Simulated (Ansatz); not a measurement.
Ta, space group P6_3/mmc, a test of the smearing width

Computed with Ansatz's Python interface.

Notebook, run cell by cell (the value of a cell's last expression is shown):

In [1]:
```python
import warnings

import ansatz as az
from ase import Atoms
from tabulate import tabulate
```

In [2]:
```python
SETTINGS = {
    'ecut': 650,
    'mesh': (13, 13, 7),
}
```

In [3]:
```python
warnings.simplefilter('ignore', az.DeckWarning)
```

In [4]:
```python
atoms = Atoms(
    ['Ta', 'Ta'],
    scaled_positions=[
        [2 / 3, 1 / 3, 0.75],
        [1 / 3, 2 / 3, 0.25],
    ],
    cell=[
        [2.900372, 0.0, 0.0],
        [-1.450186, 2.511796, 0.0],
        [0.0, 0.0, 5.166274],
    ],
    pbc=True,
)
xtal = az.Crystal.from_ase(atoms)
```

In [5]:
```python
len(xtal.resolved().sites)
```
Out [5]:
```text
2
```

In [6]:
```python
setup = (
    xtal.calculation()
    .functional(az.Functional.R2SCAN)
    .basis(SETTINGS['ecut'])  # plane waves up to this kinetic energy
    .kpoints(mesh=SETTINGS['mesh'])
)
```

In [7]:
```python
rows = []
for value in [0.25, 0.15, 0.1, 0.05, 0.025]:
    rep = setup.occupations('cold', width=value).run().report
    rows.append((value, rep['free_energy_ev'] / len(rep['lattice']['sites']), rep['n_iterations'], rep['n_kpoints']))
```

In [8]:
```python
print(tabulate(rows, headers=['width (eV)', 'F/atom (eV)', 'iterations', 'k-points'], floatfmt='.4f', tablefmt='simple'))

# differences from the last row
for row in rows[:-1]:
    shift = 1000 * (row[1] - rows[-1][1])
    print(f'{row[0]}: {shift:+.2f} meV/atom' + ('  (within 2 meV)' if abs(shift) < 2 else ''))
```
```text
  width (eV)    F/atom (eV)    iterations    k-points
------------  -------------  ------------  ----------
      0.2500     -9944.0115             6          84
      0.1500     -9944.0126             6          84
      0.1000     -9944.0129             6          84
      0.0500     -9944.0132             6          84
      0.0250     -9944.0134             5          84
0.25: +1.88 meV/atom  (within 2 meV)
0.15: +0.81 meV/atom  (within 2 meV)
0.1: +0.44 meV/atom  (within 2 meV)
0.05: +0.14 meV/atom  (within 2 meV)
```

Going from 0.025 to 0.25 eV changes F by +1.9 meV an atom. This scheme is built to cancel the term in the square of the width, so the shifts stay small and are partly the mesh's error.

What to keep in mind:
- The narrowest width needs the finest mesh, so the last row is no converged reference.
- Spin-orbit coupling, which matters for elements this heavy, is left out.
- This isn't the structure that Ta takes at ambient conditions.
- Wall time of the script: 30 s on 1 thread of Intel(R) Xeon(R) Processor @ 2.30GHz (shared host), peak memory 0.64 GiB.
